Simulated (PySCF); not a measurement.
# CH3LiN2: the cost of one run

Programs: PySCF 2.14.0. All values are calculated, for the isolated system unless a continuum is named. Atoms count from 0, parts from 1.

### Step 1. The system as given

7 atoms, charge 0, multiplicity 1; geometry: GFN2-xTB. Parts: 1 = atoms 0–4, `[Li][CH3]`, charge 0; 2 = atoms 5–6, `N#N`, charge 0.

### Step 2. Relaxing the molecule at PBE0-D3(BJ)/def2-SVPD

The job: settings as JSON, then the geometry in Å.

```
{"job": {"xc": "PBE0", "basis": "def2-SVPD", "d3": "d3bj", "grid": 2, "kind": "geom", "shake": 0.01}, "charge": 0, "multiplicity": 1, "parts": [{"atoms": "0-4", "charge": 0, "multiplicity": 1}, {"atoms": "5-6", "charge": 0, "multiplicity": 1}]}
C      0.076605     0.054470    -0.121173
Li    -1.530360    -0.752787     0.749919
H      0.950299    -0.131314     0.421224
H     -0.038607     1.166275    -0.135095
H      0.224875    -0.233910    -1.165340
N     -2.267909    -1.445921    -0.878939
N     -2.112041    -1.614096    -1.967242
```

Launch:

```bash
OMP_NUM_THREADS=1 python cluster_run.py task.json out
```

One launch serves the whole session: the jobs run in the order shown.

Q: Estimate the wall time and peak memory of this first job on 1 thread of Arm Neoverse V1, shared host.

About 43 s, with a peak of 0.44 GiB.
